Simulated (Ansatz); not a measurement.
**BrClH₂OSn: up Jacob's ladder to CCSD(T)**

Aim: compute BrClH₂OSn with functionals from several rungs and with coupled cluster. The yardstick is the atomisation energy at the CCSD(T) limit.

The runs use Ansatz 0.2.0, Gaussian basis; functionals in def2-TZVPP, the program's frozen cores in correlated methods.

The runs, in order: LDA (SPW92), PBE-D4, revPBE-D4, BLYP-D4, r2SCAN-D4, B97M-V, PBE0-D4, B3LYP-D4, r2SCANh-D4, r2SCAN0-D4, HSE06-D4, BHLYP-D4, CAM-B3LYP-D4, LC-ωPBE, ωB97X-V, ωB97M-V, B2PLYP, PBE-QIDH; CCSD(T)/def2-SVP; CCSD(T)/def2-TZVPP; MP2/def2-QZVPP; extrapolation to the limit; RPA on PBE.

1 further run of the same task is left out (for a known fault of the program).

### Step 1. The geometry

An earlier PBE0-D4 in a triple-zeta def2 set relaxation fixed the geometry. Sn takes the def2 core potential; no spin-orbit term is included.

SMILES `[OH][SnH]([Cl])[Br]`, 6 atoms, charge 0, spin multiplicity 1.

Atoms are counted from 1 here; the program's logs count them from 0.

Bond lengths: O1–Sn2 1.940 Å, O1–H5 0.961 Å, Sn2–Cl3 2.313 Å, Sn2–Br4 2.459 Å, Sn2–H6 1.689 Å. Angles: Sn2–O1–H5 113.7°, O1–Sn2–Cl3 108.0°, O1–Sn2–Br4 108.8°, O1–Sn2–H6 108.5°, Cl3–Sn2–Br4 106.5°, Cl3–Sn2–H6 111.8°, Br4–Sn2–H6 113.1°.

### Step 2. LDA

This LDA is Slater exchange with PW92 correlation.

The input, in.yaml:

```yaml
crystal:
  periodic: [false, false, false]
  atoms:
    - {symbol: O, position_ang: [0.218449, 1.298534, -0.893862]}
    - {symbol: Sn, position_ang: [0.032082, -0.084945, 0.452965]}
    - {symbol: Cl, position_ang: [1.614377, -1.716987, 0.025927]}
    - {symbol: Br, position_ang: [-2.164594, -1.157136, 0.186356]}
    - {symbol: H, position_ang: [0.092835, 0.982053, -1.792763]}
    - {symbol: H, position_ang: [0.248950, 0.614482, 1.975177]}
basis:
  gaussian: {orbitals: def2-TZVPP}
hamiltonian: {xc: lda}
output: {orbitals: {seedname: orbitals}}
```

The run is started by

```
ansatz run in.yaml --threads 4 --pin off --events-out ev --progress --plain --max-ram 10444MiB
```

After this run come: PBE-D4 (GGA); revPBE-D4 (GGA); BLYP-D4 (GGA); r2SCAN-D4 (meta-GGA); B97M-V (meta-GGA); PBE0-D4 (hybrid); B3LYP-D4 (hybrid); r2SCANh-D4 (hybrid); r2SCAN0-D4 (hybrid); HSE06-D4 (hybrid); BHLYP-D4 (hybrid); CAM-B3LYP-D4 (range-separated); LC-ωPBE (range-separated); ωB97X-V (range-separated); ωB97M-V (range-separated); B2PLYP (double hybrid); PBE-QIDH (double hybrid); CCSD(T) in def2-SVP; CCSD(T) in def2-TZVPP; MP2 in def2-QZVPP; RPA on PBE orbitals.

Before running them: what should the planned runs give, taken together? Wanted: atomisation energy, CCSD(T)/CBS; farthest beyond LDA; mean size of error, GGA; mean size of error, meta-GGA; mean size of error, hybrid; mean size of error, range-separated; mean size of error, double hybrid; gap, smallest and largest; T1 diagnostic.

As calculated:

| quantity | value |
| --- | --- |
| atomisation energy, CCSD(T)/CBS | 1725.3 kJ/mol |
| functionals within 17.3 kJ/mol (1.0 %) | PBE-D4, B97M-V |
| farthest beyond LDA | BHLYP-D4 (-126.4 kJ/mol) |
| mean size of error, GGA | 47.9 kJ/mol |
| mean size of error, meta-GGA | 15.9 kJ/mol |
| mean size of error, hybrid | 71.0 kJ/mol |
| mean size of error, range-separated | 47.0 kJ/mol |
| mean size of error, double hybrid | 68.9 kJ/mol |
| gap, smallest and largest | 4.43 eV (BLYP-D4), 11.82 eV (LC-ωPBE) |
| T1 diagnostic | 0.0112 |
| triples share of the correlation energy | 3.4 % |

What this shows: LDA overbinds by 252.2 kJ/mol (15 %). PBE-D4 is off by -10.6 kJ/mol. Double hybrids carry the basis error of their MP2 part in triple zeta, and no dispersion term here, so their miss is partly the set-up's. By mean error the best rung here is meta-GGA (15.9 kJ/mol) and the worst beyond LDA is hybrid (71.0 kJ/mol). The mean of the hybrids holds BHLYP, with half exact exchange. Misses under about 17.3 kJ/mol are within the doubt on the reference itself, which lacks core-valence correlation, spin-orbit coupling and higher excitations, and its outer-core shells are covered unevenly. All levels share the lack of spin-orbit coupling, which lowers the free heavy atoms and so the true binding. Hartree-Fock recovers 65 % of the binding; the rest is correlation. CCSD(T) in def2-SVP is off by -203.9 kJ/mol, worse than the median functional, from the basis alone. Orbital gaps span 4.4 to 11.8 eV; exact exchange widens them. Correlated methods include outer-core shells of Br, Sn, which these sets cover unevenly.
